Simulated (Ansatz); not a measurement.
Predict the output of the script below (Ansatz 0.2.0, Python API).

Script `run_relaxed_scan.py`:
```python
"""One bond of Br2Si held at set lengths while the rest relaxes."""

from dataclasses import dataclass

import ansatz as az
from ase import Atoms
import numpy as np


@dataclass
class Options:
    basis_set: str = "def2-SVP"
    xc: str = "hf"


opts = Options()

atoms = Atoms(["Br", "Si", "Br"], positions=[
    (0.9688, 1.405, 0.6742),
    (-0.7154, 0.344, -0.3513),
    (-0.2643, -1.8138, -0.3362),
])
mol = az.Crystal.molecule_from_ase(atoms)

base = mol.calculation().basis(gaussian=opts.basis_set).functional(opts.xc)
symbols = [site.symbol for site in mol.cartesian_sites]
pairs = [(0, 1), (1, 2)]
print("held (A)   E (eV)        ", "  ".join(f"{symbols[i]}{i}-{symbols[j]}{j}" for i, j in pairs))
for length in [2.03, 2.2, 2.38, 2.65, 2.98]:
    summary = base.relax(constraints=[az.DistanceConstraint((1, 2), at=length)], force_tolerance=0.02, max_steps=60).run().report
    xyz = np.array(summary["positions_ang"])
    print(f"{length:6.2f} {summary['free_energy_ev']:14.5f}  ", "  ".join(f"{np.linalg.norm(xyz[i] - xyz[j]):.3f}" for i, j in pairs))
```

```console
$ python run_relaxed_scan.py
held (A)   E (eV)         Br0-Si1  Si1-Br2
DeckWarning: relax.constraints: the input's atoms, or those drawn, lie off the distances that are held; a relaxation that starts there is brought onto them ahead of its first SCF, by positions alone, [...]
  2.03  -147841.77563   2.288  2.030
  2.20  -147842.23023   2.267  2.200
  2.38  -147842.17535   2.246  2.380
  2.65  -147841.66535   2.220  2.650
  2.98  -147840.87078   2.195  2.980
```
(Warnings from the package without file and line, shortened, repeats left out.)

Reading the output:
- Total energies depend on the basis set; only differences at equal settings carry meaning.
- The energies are electronic: no zero-point or thermal terms, and the basis set is short of its limit.
- It ran for 38 s on 1 thread of Arm Neoverse V1, on a shared host, peak memory 0.25 GiB.
